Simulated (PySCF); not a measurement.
# C8H10, 18 atoms: time against threads

Wanted: the time that an MP2 calculation on a Hartree-Fock reference takes for C8H10, and how the time changes with the share of the machine.

Program: PySCF 2.14.0 (MP2, HF, Gaussian basis). Host: Arm Neoverse N1, 56 cores, 56 hardware threads, 90 GiB; it was booked for these runs alone, one at a time. Each run is timed once from launch to exit, start-up included.

### 1 What is computed

A molecule of 18 atoms and 58 electrons, in the basis def2-tzvp.

### 2 First run

input.py reads:

```python
from pyscf import gto, scf, dft, mp, cc
mol = gto.M(basis='def2-tzvp', verbose=4, max_memory=40000, atom='''
C 0.0400 0.3400 0.0000
H 0.0400 1.4300 0.0000
H -0.9000 -0.2100 0.0000
C 1.1800 -0.3400 0.0000
H 1.1800 -1.4300 0.0000
C 2.4800 0.3400 0.0000
H 2.4800 1.4300 0.0000
C 3.6200 -0.3400 0.0000
H 3.6200 -1.4300 0.0000
C 4.9200 0.3400 0.0000
H 4.9200 1.4300 0.0000
C 6.0600 -0.3400 0.0000
H 6.0600 -1.4300 0.0000
C 7.3600 0.3400 0.0000
H 7.3600 1.4300 0.0000
C 8.5000 -0.3400 0.0000
H 8.5000 -1.4300 0.0000
H 9.4400 0.2100 0.0000
''')
mf = scf.RHF(mol)
mf.kernel()
pt = mp.MP2(mf).set_frozen()
pt.kernel()
```

Run with:

```sh
$ OMP_NUM_THREADS=32 OPENBLAS_NUM_THREADS=1 OPENBLAS_CORETYPE=ARMV8 taskset -c 8-63 python input.py
```

### 3 On 2 threads

input.py is that of step 2.

(Steps that only read results are left out.)

**Question.** How long do these runs take on this host, and what pays? Wanted: reference; fastest over threads; speed-up from 2 to 32 threads.

The runs gave:

| quantity | value |
| --- | --- |
| reference | 10 s on 32 threads |
| fastest over threads | 10 s on 32 |
| speed-up from 2 to 32 threads | 9.8 (61 % efficient) |

In words: Going from 2 to 32 threads cuts the time by a factor of 9.8, 61 % of the ideal. The figures hold for this build, input and host.
